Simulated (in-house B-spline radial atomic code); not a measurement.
**Lu⁵⁶⁺: RPA and G0W0 on different mean-field starts**

Question: which mean-field start gives which removal energy for Lu⁵⁶⁺, before and after G0W0?

Program: an in-house B-spline radial atomic code, version 1. Level of theory: RPA, second order, AC-SOSEX and G0W0 (contour deformation) on a scalar-relativistic mean field, all electrons; no spin-orbit coupling, Breit or QED terms, no two-electron picture change. These are calculated values, not measurements, unless marked.

### 1 What is computed

* element: lutetium (Z = 71)
* charge: +56
* electrons: 15
* configuration: [Ne] 3s2 3p3
* Hamiltonian: scalar-relativistic (spin-free one-electron X2C), finite nucleus
* starts: Hartree-Fock, PBE, exchange-only LDA, BHandHLYP

Outer shells as boxes (Hund's rule):

Lu56+
```
[Ne] core
3s [↑↓]
3p [↑ ][↑ ][↑ ]
```

### 2 Hartree-Fock start

Input settings:

```ini
Z = 71
electrons = 15.0
configuration = [Ne] 3s2 3p3
hamiltonian = x2c
method = hf
lmax = 9
rms_radius = 5.37
spin_polarised = True
box_radius = 1.93
intervals = 60
```

Run with:

```bash
python run_gw.py task.json out
```

task.json lists these runs, among others, and the program works through them in turn.

After this run come: PBE start; Exchange-only LDA start; BHandHLYP start.

Q: Predict the outcome of this session. Wanted: highest level, mean field; highest level, G0W0; RPA correlation energy; RPA+SOSEX.

As calculated:

| quantity | value |
| --- | --- |
| highest level, mean field (range over the runs) | -5638.66 to -5574.77 eV |
| highest level, G0W0 (range over the runs) | -5639.95 to -5639.80 eV |
| RPA correlation energy | -1.374 to -1.281 hartree |
| RPA+SOSEX | -0.8643 to -0.8094 hartree |
| tabulated theoretical ionisation energy (3p shell) | 5525.0 ± 5 eV (NIST Atomic Spectra Database, ionization energies) |
| G0W0 removal energy less that value | +115 eV |

What this shows: G0W0 turns a spread of 63.9 eV among the starts into one of 0.15 eV, 0.24 % of it. Starts without exact exchange bind the level too weakly, through self-interaction, and G0W0 pulls it down by 60 to 65 eV. The RPA energy is largest in size on exchange-only LDA and smallest on Hartree-Fock, 6.8 % apart; over the runs it loosely follows the gap of the start, as smaller excitation energies give more correlation. The tabulated theoretical ionisation energy is 5525.0 ± 5 eV. G0W0 is off by about +115 eV (+2.1 %) in every run shown, whatever the start. Spin-orbit coupling is left out: in so heavy and highly charged an ion the half-filled shell is really jj-coupled, so the high-spin state computed here is a model and the comparison is rough. Read as a removal energy, the bare PBE level is off by +54.7 eV (+0.99 %) and the nearest bare level, exchange-only LDA's, by +49.8 eV, nearer than G0W0, but by cancellation: self-interaction lowers its value while this Hamiltonian leaves the G0W0 value too high. Spin-orbit coupling, which splits the 3p shell strongly in so heavy an element, is left out.
